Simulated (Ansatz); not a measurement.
# NbB2P3: one candidate of a structure search, part 3 of 3

The task: take a trial cell of NbB2P3 to zero force and stress.

Ansatz 0.2.0; DFT PBE, scalar-relativistic, plane waves, PAW. Earlier steps stand in the parts before.

## 4. Spin check on a coarse mesh

File input.yaml:

```yaml
crystal:
  lattice:
    - [5.2599246011, 0.0, 0.0]
    - [-2.6299623005, 4.5552283265, 0.0]
    - [0.0, 0.0, 2.9523979581]
  atoms:
    - { symbol: Nb, position: [0.0, 0.0, 0.0], spin: 1.0 }
    - { symbol: B, position: [0.3333333333, 0.6666666667, 0.0] }
    - { symbol: B, position: [0.6666666667, 0.3333333333, 0.0] }
    - { symbol: P, position: [0.5, 0.0, 0.5] }
    - { symbol: P, position: [0.5, 0.5, 0.5] }
    - { symbol: P, position: [0.0, 0.5, 0.5] }
basis:
  ecutwfc: 420
kpoints:
  mp_grid: { grid: [6, 6, 6] }
hamiltonian:
  xc: pbe
scf:
  occupations: { method: gaussian, width: 0.1 }
  lower_state_search: "off"
output:
  forces: true
  stress: true
  eigenvalues: true
  populations: true
magnetization:
  spin_polarized: true
```

Command:

```
ansatz run input.yaml --threads 1 --pin off --max-ram 2048MiB --backend cpu --events-out ev --progress --plain --runs-dir out
```

Output, cut to the lines that bear on the results:

```text
[...]
SCF converged after 15 iterations
Magnetization: 0.0000 μB (17.0000 up, 17.0000 down)
Absolute magnetization: 0.0000 μB (∫|ρ↑−ρ↓|, with the PAW one-centre terms)
Spin contamination: 0.0000 ħ² per cell (⟨S²⟩ above its minimum at these occupations)
[...]
        0.000000       0.000000      -0.079402
  P = ⅓ Tr σ = -0.0692 GPa (-0.692 kbar)
--- Band table (eV; the first three rows and the last of 56) ---
[... band rows left out ...]
[...]
--- Löwdin populations: 6 sites ---
  site symbol       q [e]    m [muB]
     0     Nb     12.6973     0.0000
     1      B      3.7816    -0.0000
     2      B      3.7816    -0.0000
     3      P      4.4104     0.0000
     4      P      4.4104     0.0000
     5      P      4.4104     0.0000
  spilling = 0.014954 (of n_electrons = 34.000000)
```

Run time: 8.7 s. Hardware: 1 thread of Intel Xeon Platinum 8375C at 2.90GHz (Ice Lake), shared host; peak memory 0.42 GiB.

By site:

```csv
atom,Löwdin electrons
Nb1,12.70
B2,3.78
B3,3.78
P4,4.41
P5,4.41
P6,4.41
```

The Löwdin counts miss 0.51 of the 34 electrons, which the atomic orbitals do not span, so they are no charges.

The same cell is solved with trial moments on Nb. The largest site moment that stays is 0.00 μB and the cell's total 0.00 μB. The workflow keeps spin only above 0.25 μB on a site, so the next run goes without spin.

## 5. Full relaxation

The end of the coarse run is made exact in the group found at a tolerance of 0.06 Å and reduced to its primitive cell.

File input.yaml:

```yaml
crystal:
  lattice:
    - [5.2599246011, 0.0, 0.0]
    - [-2.6299623005, 4.5552283265, 0.0]
    - [0.0, 0.0, 2.9523979581]
  atoms:
    - { symbol: Nb, position: [0.0, 0.0, 0.0] }
    - { symbol: B, position: [0.3333333333, 0.6666666667, 0.0] }
    - { symbol: B, position: [0.6666666667, 0.3333333333, 0.0] }
    - { symbol: P, position: [0.5, 0.0, 0.5] }
    - { symbol: P, position: [0.5, 0.5, 0.5] }
    - { symbol: P, position: [0.0, 0.5, 0.5] }
basis:
  ecutwfc: 420
kpoints:
  mp_grid: { grid: [12, 12, 12] }
hamiltonian:
  xc: pbe
scf:
  occupations: { method: gaussian, width: 0.1 }
output:
  forces: true
  stress: true
  eigenvalues: true
relax:
  adjacent_minimum: "off"
  f_tol: 0.01
  max_steps: 80
  cell: { stress_tol: 0.05 }
```

Command:

```
ansatz run input.yaml --threads 1 --pin off --max-ram 2048MiB --backend cpu --events-out ev --progress --plain --runs-dir out
```

Output:

```text
Warning: RAYON_NUM_THREADS=1 ignored (pool sized by the plan → 1); use --threads N
[... 10 set-up lines as earlier in the session ...]
Crystal: 6 atoms, lattice volume = 70.740 Å³
Basis set: ecut = 420 eV, 1347 PW (Γ), exchange–correlation on 72×72×40 points (8 copies of the dense FFT grid, shifted against one another)
Bands: 23, of which v1, the nominal top of the filled ones, is band 17 counted from 1 (16 counted from 0)
[... 1 set-up line as earlier in the session ...]
Space group: P6/mmm (ITA 191), of the structure as read, at distance tolerance 4.1e-5 Å
k-points: 133 of 1728
[... 10 set-up lines as earlier in the session ...]
SCF iter   1: F=—  HF=-7126.940388 eV  |F-HF|=—  |Δ(HF+E_count)|=         —  Δρ=7.61e-3  dr2=1.01e-1  ethr=1.77e-3  ⟨swp⟩=5.9  Hψ=15464  notcnv=0
preconditioner: auto → Kerker (q_TF=auto, 2.415 Å⁻¹)  [metal: Δε(μ)=0.005 eV  Ē_g=7.963 eV  σ=0.100 eV  W_gap=0.03  n_scr=14 (ndim 8)  ℏωp=22.5 eV  f_vac=0.000  D(μ)=2.83/eV (n_scr^D=26)]
SCF iter   2: F=—  HF=-7126.929069 eV  |F-HF|=—  |Δ(HF+E_count)|=   1.13e-2  Δρ=4.52e-3  dr2=3.23e-2  ethr=2.97e-4  ⟨swp⟩=1.0  Hψ=4123  notcnv=0  defer=1
SCF iter   3: F=—  HF=-7126.922357 eV  |F-HF|=—  |Δ(HF+E_count)|=   6.71e-3  Δρ=6.13e-4  dr2=6.42e-4  ethr=9.51e-5  ⟨swp⟩=2.4  Hψ=4417  notcnv=0  defer=1
SCF iter   4: F=—  HF=-7126.922265 eV  |F-HF|=—  |Δ(HF+E_count)|=   9.28e-5  Δρ=1.91e-4  dr2=1.67e-5  ethr=1.89e-6  ⟨swp⟩=2.3  Hψ=4194  notcnv=0  defer=1
SCF iter   5: F=—  HF=-7126.922288 eV  |F-HF|=—  |Δ(HF+E_count)|=   2.29e-5  Δρ=2.17e-5  dr2=5.23e-7  ethr=4.91e-8  ⟨swp⟩=2.4  Hψ=4411  notcnv=0  defer=1
SCF iter   6: F=-7126.922288 eV  HF=-7126.922288 eV  |F-HF|=2.43e-8  |Δ(HF+E_count)|=   1.45e-8  Δρ=4.85e-6  dr2=3.18e-8  ethr=2.94e-10  ⟨swp⟩=7.4  Hψ=13478  notcnv=0
SCF 1 converged in 6 iterations: F = -7126.922288 eV  dr2 = 3.18e-8
relax step   1: F+E_penalty+E_count = -7126.92228752 eV  Δ(F+E_penalty+E_count) = +0.000e0 eV  max|allowed force component| = 7.093e-17 eV/Å  Δτ_max = 0.0000 Å  P = +0.224 GPa  Ω = 70.740 Å³  (6 SCF iters, dr2 threshold 1.00e-7 eV, accepted)
Crystal: 6 atoms, lattice volume = 71.110 Å³
Basis set: ecut = 420 eV, 1383 PW (Γ), exchange–correlation on 72×72×40 points (8 copies of the dense FFT grid, shifted against one another)
[... 2 set-up lines as earlier in the session ...]
iter 1 solved again at ethr=1.00e-5 eV; its pass at ethr=3.10e-3 eV (dr2=3.40e-3 eV) is discarded
SCF iter   1: F=—  HF=-7126.940251 eV  |F-HF|=—  |Δ(HF+E_count)|=         —  Δρ=2.09e-3  dr2=3.05e-3  ethr=1.00e-5  ⟨swp⟩=1.4  Hψ=17561  notcnv=0
preconditioner: auto → Kerker (q_TF=auto, 2.413 Å⁻¹)  [metal: Δε(μ)=0.001 eV  Ē_g=7.953 eV  σ=0.100 eV  W_gap=0.01  n_scr=14 (ndim 8)  ℏωp=22.5 eV  f_vac=0.000  D(μ)=3.03/eV (n_scr^D=32)]
SCF iter   2: F=—  HF=-7126.939754 eV  |F-HF|=—  |Δ(HF+E_count)|=   4.97e-4  Δρ=1.23e-3  dr2=1.02e-3  ethr=8.97e-6  ⟨swp⟩=1.0  Hψ=3059  notcnv=0
SCF iter   3: F=—  HF=-7126.939503 eV  |F-HF|=—  |Δ(HF+E_count)|=   2.51e-4  Δρ=1.25e-4  dr2=9.14e-6  ethr=3.01e-6  ⟨swp⟩=2.5  Hψ=4641  notcnv=0
SCF iter   4: F=—  HF=-7126.939522 eV  |F-HF|=—  |Δ(HF+E_count)|=   1.88e-5  Δρ=2.70e-5  dr2=3.31e-7  ethr=2.69e-8  ⟨swp⟩=2.3  Hψ=4989  notcnv=0
iter 5 did not close the SCF: its close was put off for the readings that it lacked (scf_convergence_deferred on its scf_iter line)
SCF iter   5: F=-7126.939522 eV  HF=-7126.939522 eV  |F-HF|=9.90e-10  |Δ(HF+E_count)|=   2.36e-8  Δρ=3.03e-6  dr2=5.63e-9  ethr=9.75e-10  ⟨swp⟩=2.5  Hψ=4970  notcnv=0
SCF iter   6: F=-7126.939522 eV  HF=-7126.939522 eV  |F-HF|=2.91e-11  |Δ(HF+E_count)|=  7.54e-10  Δρ=7.23e-7  dr2=3.14e-10  ethr=1.65e-11  ⟨swp⟩=1.1  Hψ=8673  notcnv=0
SCF 2 converged in 6 iterations: F = -7126.939522 eV  dr2 = 3.14e-10
relax step   2: F+E_penalty+E_count = -7126.93952154 eV  Δ(F+E_penalty+E_count) = -1.723e-2 eV  max|allowed force component| = 1.480e-16 eV/Å  Δτ_max = 0.0000 Å  P = +0.335 GPa  Ω = 71.110 Å³  energy of the carried Pulay correction = -2.196e-4 eV  (6 SCF iters, dr2 threshold 6.00e-7 eV, accepted)
Crystal: 6 atoms, lattice volume = 71.313 Å³
iter 1 solved again at ethr=2.57e-7 eV; its pass at ethr=3.10e-3 eV (dr2=8.73e-5 eV) is discarded
SCF iter   1: F=—  HF=-7126.940085 eV  |F-HF|=—  |Δ(HF+E_count)|=         —  Δρ=4.04e-4  dr2=1.05e-4  ethr=2.57e-7  ⟨swp⟩=3.0  Hψ=17320  notcnv=0
preconditioner: auto → Kerker (q_TF=auto, 2.411 Å⁻¹)  [metal: Δε(μ)=0.007 eV  Ē_g=7.926 eV  σ=0.100 eV  W_gap=0.04  n_scr=14 (ndim 8)  ℏωp=22.4 eV  f_vac=0.000  D(μ)=3.13/eV (n_scr^D=32)]
SCF iter   2: F=—  HF=-7126.940090 eV  |F-HF|=—  |Δ(HF+E_count)|=   4.68e-6  Δρ=2.41e-4  dr2=3.77e-5  ethr=2.57e-7  ⟨swp⟩=1.0  Hψ=3060  notcnv=0
iter 3 did not close the SCF: its close was put off for the readings that it lacked (scf_convergence_deferred on its scf_iter line)
SCF iter   3: F=-7126.940082 eV  HF=-7126.940082 eV  |F-HF|=4.70e-8  |Δ(HF+E_count)|=   7.64e-6  Δρ=2.18e-5  dr2=2.70e-7  ethr=1.11e-7  ⟨swp⟩=1.9  Hψ=3704  notcnv=0
iter 4 did not close the SCF: its close was put off for the readings that it lacked (scf_convergence_deferred on its scf_iter line)
SCF iter   4: F=-7126.940082 eV  HF=-7126.940082 eV  |F-HF|=6.33e-10  |Δ(HF+E_count)|=   7.10e-8  Δρ=5.64e-6  dr2=1.47e-8  ethr=7.95e-10  ⟨swp⟩=2.2  Hψ=4849  notcnv=0
iter 5 did not close the SCF: its close was put off for the readings that it lacked (scf_convergence_deferred on its scf_iter line)
SCF iter   5: F=-7126.940082 eV  HF=-7126.940082 eV  |F-HF|=2.73e-12  |Δ(HF+E_count)|=   1.02e-9  Δρ=7.88e-7  dr2=2.74e-10  ethr=4.32e-11  ⟨swp⟩=2.2  Hψ=5253  notcnv=0
SCF iter   6: F=-7126.940082 eV  HF=-7126.940082 eV  |F-HF|=5.46e-12  |Δ(HF+E_count)|=  3.00e-11  Δρ=1.43e-7  dr2=1.55e-11  ethr=1.00e-12  ⟨swp⟩=1.0  Hψ=8439  notcnv=0
SCF 3 converged in 6 iterations: F = -7126.940082 eV  dr2 = 1.55e-11
relax step   3: F+E_penalty+E_count = -7126.94008185 eV  Δ(F+E_penalty+E_count) = -5.603e-4 eV  max|allowed force component| = 3.547e-17 eV/Å  Δτ_max = 0.0000 Å  P = +0.134 GPa  Ω = 71.313 Å³  energy of the carried Pulay correction = -3.309e-4 eV  (6 SCF iters, dr2 threshold 6.00e-7 eV, accepted)
Crystal: 6 atoms, lattice volume = 71.354 Å³
iter 1 solved again at ethr=9.93e-8 eV; its pass at ethr=3.10e-3 eV (dr2=3.37e-5 eV) is discarded
SCF iter   1: F=—  HF=-7126.940096 eV  |F-HF|=—  |Δ(HF+E_count)|=         —  Δρ=1.50e-4  dr2=3.47e-5  ethr=9.93e-8  ⟨swp⟩=2.0  Hψ=16401  notcnv=0
preconditioner: auto → Kerker (q_TF=auto, 2.411 Å⁻¹)  [metal: Δε(μ)=0.011 eV  Ē_g=7.922 eV  σ=0.100 eV  W_gap=0.06  n_scr=14 (ndim 8)  ℏωp=22.4 eV  f_vac=0.000  D(μ)=3.13/eV (n_scr^D=32)]
SCF iter   2: F=—  HF=-7126.940110 eV  |F-HF|=—  |Δ(HF+E_count)|=   1.43e-5  Δρ=8.03e-5  dr2=1.02e-5  ethr=9.93e-8  ⟨swp⟩=1.0  Hψ=3059  notcnv=0
iter 3 did not close the SCF: its close was put off for the readings that it lacked (scf_convergence_deferred on its scf_iter line)
SCF iter   3: F=-7126.940108 eV  HF=-7126.940108 eV  |F-HF|=7.91e-8  |Δ(HF+E_count)|=   1.90e-6  Δρ=9.92e-6  dr2=1.23e-7  ethr=2.99e-8  ⟨swp⟩=1.2  Hψ=3108  notcnv=0
iter 4 did not close the SCF: its close was put off for the readings that it lacked (scf_convergence_deferred on its scf_iter line)
SCF iter   4: F=-7126.940108 eV  HF=-7126.940108 eV  |F-HF|=2.08e-9  |Δ(HF+E_count)|=   6.00e-8  Δρ=2.33e-6  dr2=4.55e-9  ethr=3.62e-10  ⟨swp⟩=2.3  Hψ=4558  notcnv=0
iter 5 did not close the SCF: its close was put off for the readings that it lacked (scf_convergence_deferred on its scf_iter line)
SCF iter   5: F=-7126.940108 eV  HF=-7126.940108 eV  |F-HF|=4.03e-10  |Δ(HF+E_count)|=  2.59e-10  Δρ=6.63e-7  dr2=5.13e-10  ethr=1.34e-11  ⟨swp⟩=2.2  Hψ=4622  notcnv=0
SCF iter   6: F=-7126.940108 eV  HF=-7126.940108 eV  |F-HF|=1.82e-11  |Δ(HF+E_count)|=  7.19e-11  Δρ=1.34e-7  dr2=2.05e-11  ethr=1.51e-12  ⟨swp⟩=1.0  Hψ=8097  notcnv=0
SCF 4 converged in 6 iterations: F = -7126.940108 eV  dr2 = 2.05e-11
relax step   4: F+E_penalty+E_count = -7126.94010783 eV  Δ(F+E_penalty+E_count) = -2.598e-5 eV  max|allowed force component| = 3.701e-17 eV/Å  Δτ_max = 0.0000 Å  P = +0.006 GPa  Ω = 71.354 Å³  energy of the carried Pulay correction = -3.511e-4 eV  (6 SCF iters, dr2 threshold 2.22e-7 eV, accepted)
[... 1 set-up line as earlier in the session ...]
iter 1 solved again at ethr=1.01e-6 eV; its pass at ethr=3.10e-3 eV (dr2=3.44e-4 eV) is discarded
SCF iter   1: F=—  HF=-7126.940569 eV  |F-HF|=—  |Δ(HF+E_count)|=         —  Δρ=3.82e-5  dr2=1.07e-7  ethr=1.01e-6  ⟨swp⟩=2.4  Hψ=22009  notcnv=0
eigensolver tolerance schedule: the retry pair's looser diagonalisation over-reported the residual by 3215.58 of it (diagonalisation noise at an unbounded share of the residual, at the tolerance the schedule requests for it); recorded, not acted on — ethr = c·dr2/N_el stays at c = 1.0e-1
SCF iter   2: F=—  HF=-7126.940589 eV  |F-HF|=—  |Δ(HF+E_count)|=   2.00e-5  Δρ=2.05e-5  dr2=3.01e-8  ethr=3.15e-10  ⟨swp⟩=2.5  Hψ=5142  notcnv=0
SCF iter   3: F=—  HF=-7126.940589 eV  |F-HF|=—  |Δ(HF+E_count)|=   2.52e-7  Δρ=8.79e-7  dr2=4.95e-10  ethr=8.87e-11  ⟨swp⟩=2.0  Hψ=4766  notcnv=0
iter 4 did not close the SCF: its close was put off for the readings that it lacked (scf_convergence_deferred on its scf_iter line)
SCF iter   4: F=-7126.940589 eV  HF=-7126.940589 eV  |F-HF|=9.09e-13  |Δ(HF+E_count)|=  1.46e-11  Δρ=1.77e-7  dr2=1.12e-11  ethr=1.46e-12  ⟨swp⟩=2.4  Hψ=4948  notcnv=0
iter 5 did not close the SCF: its close was put off for the readings that it lacked (scf_convergence_deferred on its scf_iter line)
SCF iter   5: F=-7126.940589 eV  HF=-7126.940589 eV  |F-HF|=3.64e-12  |Δ(HF+E_count)|=  4.55e-12  Δρ=2.34e-8  dr2=1.62e-13  ethr=1.00e-12  ⟨swp⟩=1.0  Hψ=3059  notcnv=0
iter 6 did not close the SCF: its close was put off for the readings that it lacked (scf_convergence_deferred on its scf_iter line)
SCF iter   6: F=-7126.940589 eV  HF=-7126.940589 eV  |F-HF|=1.82e-12  |Δ(HF+E_count)|=  1.82e-12  Δρ=3.51e-9  dr2=5.05e-15  ethr=1.00e-12  ⟨swp⟩=1.0  Hψ=3059  notcnv=0
iter 7 did not close the SCF: its close was put off for the readings that it lacked (scf_convergence_deferred on its scf_iter line)
SCF iter   7: F=-7126.940589 eV  HF=-7126.940589 eV  |F-HF|=1.82e-12  |Δ(HF+E_count)|=    0.00e0  Δρ=6.42e-10  dr2=3.64e-16  ethr=1.00e-12  ⟨swp⟩=1.0  Hψ=3059  notcnv=0
SCF iter   8: F=-7126.940589 eV  HF=-7126.940589 eV  |F-HF|=0.00e0  |Δ(HF+E_count)|=    0.00e0  Δρ=1.05e-10  dr2=7.60e-18  ethr=1.00e-12  ⟨swp⟩=1.0  Hψ=6650  notcnv=0
SCF 5 converged in 8 iterations: F = -7126.940589 eV  dr2 = 7.60e-18
relax step   5: F+E_penalty+E_count = -7126.94058945 eV  Δ(F+E_penalty+E_count) = -4.816e-4 eV  max|allowed force component| = 7.247e-17 eV/Å  Δτ_max = 0.0000 Å  P = +0.016 GPa  Ω = 71.354 Å³  stress off target by 2.64e-2 GPa  SCF on the basis re-selected at this cell (its energy is not comparable with the rows above)  (8 SCF iters)
basis re-selected at this cell: Δ(F+E_penalty+E_count) = -4.816e-4 eV, ΔP = +0.010 GPa vs the last step (what re-selecting the basis moved, of the pressure what is left beyond the Pulay correction that the steps carried, after the strain that the cell walked since its last selection, with what the two solves' SCF thresholds leave and, on support functions, any second-order correction that the steps lacked; it is no measure of the basis error at this ecutwfc). This SCF's stress stands 2.64e-2 GPa from its target on what of the cell is left free (relax.cell.stress_tol is 5.00e-2 GPa) and its largest allowed force component is 7.25e-17 eV/Å (relax.f_tol is 1.00e-2 eV/Å): within both
SCF converged after 8 iterations
Free energy (F): -7126.940589 eV
Harris-Foulkes:  -7126.940589 eV  (|F-HF|=0.00e0)
Internal energy: -7126.924950 eV  (E = F + TS)
E sigma→0 (E₀):  -7126.932770 eV
Entropy (-TS):   -0.015640 eV (-2.607 meV/atom)
Fermi energy:    14.135805 eV
--- Per-component energies (eV) ---
  E_band       = 12.496980
  E_kinetic    = 707.020751
  E_local      = -948.540930  (includes V_loc(G=0)·N_el)
  E_nonlocal   = 243.857039
  E_hartree    = 309.980591
  E_xc         = -426.754317
  E_vxc        = -475.305901  (∫ρ·V_xc dr)
  E_paw        = -4937.901396  (= ΣΔE_a)
  E_vpaw       = -134.495174  (= ΣTr[D̂ρ^β])
  E_aug_tail   = 0.000013  (compensation charges beyond the density's cutoff)
  E_ewald      = -2074.586700
  E_smearing   = -0.015640  (= −TS)
  E_closure    = 0.000000  (closes the sum)
  Σ components = -7126.940589   (vs F -7126.940589, Δ=0.00e0)
--- Forces (eV/Å), atoms counted from 1 ---
  atom   1  Nb     0.00000000     0.00000000     0.00000000
  atom   2  B     -0.00000000     0.00000000     0.00000000
  atom   3  B      0.00000000     0.00000000     0.00000000
  atom   4  P      0.00000000     0.00000000     0.00000000
  atom   5  P      0.00000000    -0.00000000     0.00000000
  atom   6  P      0.00000000     0.00000000     0.00000000
  max |Σ_I F_I| component: 9.25e-18 eV/Å
--- Stress (GPa, compression-positive) ---
        0.026376       0.000000       0.000000
        0.000000       0.026376       0.000000
        0.000000       0.000000      -0.005284
  P = ⅓ Tr σ = 0.0158 GPa (0.158 kbar)
--- Band table (eV; the first three rows and the last of 133) ---
  k-point 0: bands = ["-41.7758", "-17.9050", "-17.9050", "-17.2602", "-2.8396", "2.1625", "2.1625", "2.4296", "7.0156", "7.0156", "10.4655", "10.6564", "13.7088", "14.2606", "14.3255", "14.3255", "14.9004", "14.9004", "15.4536", "15.4536", "16.0897", "16.3808", "16.4571"]
  k-point 1: bands = ["-41.7704", "-17.8990", "-17.8990", "-17.3130", "-2.7349", "2.2759", "2.2759", "2.5164", "7.0851", "7.0851", "9.6232", "10.8881", "13.6230", "13.8838", "14.2782", "14.2782", "14.4764", "14.4764", "15.3047", "15.3047", "15.8162", "15.8162", "16.1686"]
  k-point 2: bands = ["-41.7556", "-17.8825", "-17.8825", "-17.4552", "-2.4243", "2.6151", "2.6151", "2.7731", "7.2839", "7.2839", "7.9518", "11.5728", "12.2597", "13.0588", "13.0588", "13.8263", "13.8263", "14.2348", "14.6871", "14.6871", "16.3643", "16.3643", "16.3980"]
  k-point 132: bands = ["-41.6944", "-18.0104", "-17.8157", "-17.8157", "1.1650", "1.1650", "4.0683", "4.0683", "5.0283", "6.5717", "8.9560", "8.9560", "11.1911", "11.1911", "11.6668", "13.3302", "13.3302", "14.2426", "14.4249", "14.4249", "14.5061", "14.8548", "15.0838"]
--- Relaxed structure (4 steps of the walk, 4 accepted, 1 SCFs on fresh bases) ---
  F+E_penalty+E_count = -7126.94058945 eV   max|allowed force component| = 7.247e-17 eV/Å   (the final SCF, on the basis selected at the relaxed cell)
  cell:  # Å, volume = 71.3541 Å³
    - [5.318385175018128, -2.918841337091246e-11, 0.0]
    - [-2.659192587483786, 4.605856668690841, 0.0]
    - [0.0, 0.0, 2.9129211169270257]
  atoms:
    - { symbol: Nb, position: [2.9473004740779217e-35, -3.4498936692213517e-35, 0.0] }
    - { symbol: B, position: [0.3333333333333333, 0.6666666666666667, 0.0] }
    - { symbol: B, position: [0.6666666666666667, 0.33333333333333337, 0.0] }
    - { symbol: P, position: [0.5, 0.0, 0.5] }
    - { symbol: P, position: [0.5, 0.5000000000000001, 0.5] }
    - { symbol: P, position: [2.7755575615628914e-17, 0.5, 0.5] }
```

Run time: 53 s. Hardware: 1 thread of Intel Xeon Platinum 8375C at 2.90GHz (Ice Lake), shared host; peak memory 0.55 GiB.

Step by step:

```csv
step,energy from step 1 (eV/cell),largest force component (eV/Å),pressure (GPa),volume (Å³)
1,0.0000,0.0000,0.22,70.74
2,-0.0172,0.0000,0.33,71.11
3,-0.0178,0.0000,0.13,71.31
4,-0.0178,0.0000,0.01,71.35
5,-0.0183,0.0000,0.02,71.35
```

Step 1 is the start. Step 5 repeats the geometry before it on a plane-wave basis chosen anew for that cell, so its energy need not be comparable with the rows above.

|  | before | after | change |
| --- | --- | --- | --- |
| a (Å) | 5.260 | 5.318 | +1.1 % |
| b (Å) | 5.260 | 5.318 | +1.1 % |
| c (Å) | 2.952 | 2.913 | -1.3 % |
| volume (Å³/atom) | 11.79 | 11.89 | +0.9 % |
| shortest distance (Å) | 2.118 | 2.116 | -0.1 % |
| space group (0.01 Å) | P6/mmm | P6/mmm | same |

Forces and stress were held to the start's 24 operations: a distortion of lower symmetry was not tested.

## 6. Variant: lower_state_search standard

Edit input.yaml of step 5 so:

```diff
@@ -2,5 +2,5 @@
   lattice:
-    - [5.2599246011, 0.0, 0.0]
-    - [-2.6299623005, 4.5552283265, 0.0]
-    - [0.0, 0.0, 2.9523979581]
+    - [5.318385175, 0.0, 0.0]
+    - [-2.6591925875, 4.6058566687, 0.0]
+    - [0.0, 0.0, 2.9129211169]
   atoms:
@@ -20,10 +20,6 @@
   occupations: { method: gaussian, width: 0.1 }
+  lower_state_search: standard
 output:
   forces: true
+  eigenvalues: true
   stress: true
-  eigenvalues: true
-relax:
-  adjacent_minimum: "off"
-  f_tol: 0.01
-  max_steps: 80
-  cell: { stress_tol: 0.05 }
```

Command:

```
ansatz run input.yaml --threads 1 --pin off --max-ram 2048MiB --backend cpu --events-out ev --progress --plain --runs-dir out
```

Output, cut to the lines that bear on the results:

```text
Warning: RAYON_NUM_THREADS=1 ignored (pool sized by the plan → 1); use --threads N
[...]
[... 5 set-up lines as earlier in the session ...]
[...]
Crystal: 6 atoms, lattice volume = 71.354 Å³
[...]
  atom   3  B      0.00000000     0.00000000     0.00000000
  atom   4  P      0.00000000     0.00000000     0.00000000
  atom   5  P      0.00000000    -0.00000000     0.00000000
  atom   6  P     -0.00000000     0.00000000     0.00000000
[...]
--- Stress (GPa, compression-positive) ---
        0.026205       0.000000       0.000000
        0.000000       0.026205       0.000000
        0.000000       0.000000      -0.005750
  P = ⅓ Tr σ = 0.0156 GPa (0.156 kbar)
--- Band table (eV; the first three rows and the last of 133) ---
[... band rows left out ...]
[...]
```

Run time: 9.2 s. Hardware: 1 thread of Intel Xeon Platinum 8375C at 2.90GHz (Ice Lake), shared host; peak memory 0.52 GiB.

```csv
run,ending,energy change,pressure (GPa),gap (eV),force (eV/Å),cycles,time
step 5,converged,0,0.0,0.00,0.00,-,53 s
variant,converged,0.0 meV/atom,0.0,0.00,0.00,6,9.2 s
```

The changed input (search for lower states) leaves the energy the same to the digits printed.

## 7. Outcome

What follows sums up all 3 parts. Changes of volume or cell count from the first structure of part 1.

```
                              quantity                                                                       value
symmetry at the end (tolerance 0.05 Å)                                                space group P6/mmm (No. 191)
                     conventional cell  a = 5.318 Å, b = 5.318 Å, c = 2.913 Å, α = 90.00°, β = 90.00°, γ = 120.00°
                                volume                                                               11.89 Å³/atom
     energy over the elements, black P                                                               +0.70 eV/atom
                       gap on the mesh                                                                none (metal)
```

In words: The space group P6/mmm (No. 191) is kept, and the volume per atom shrinks by 16.9 % from the first guess. With a positive formation energy it can't be a ground state. No finished test with a distortion of lower symmetry is shown, so the end may be a saddle point. Other magnetic orders were not searched.
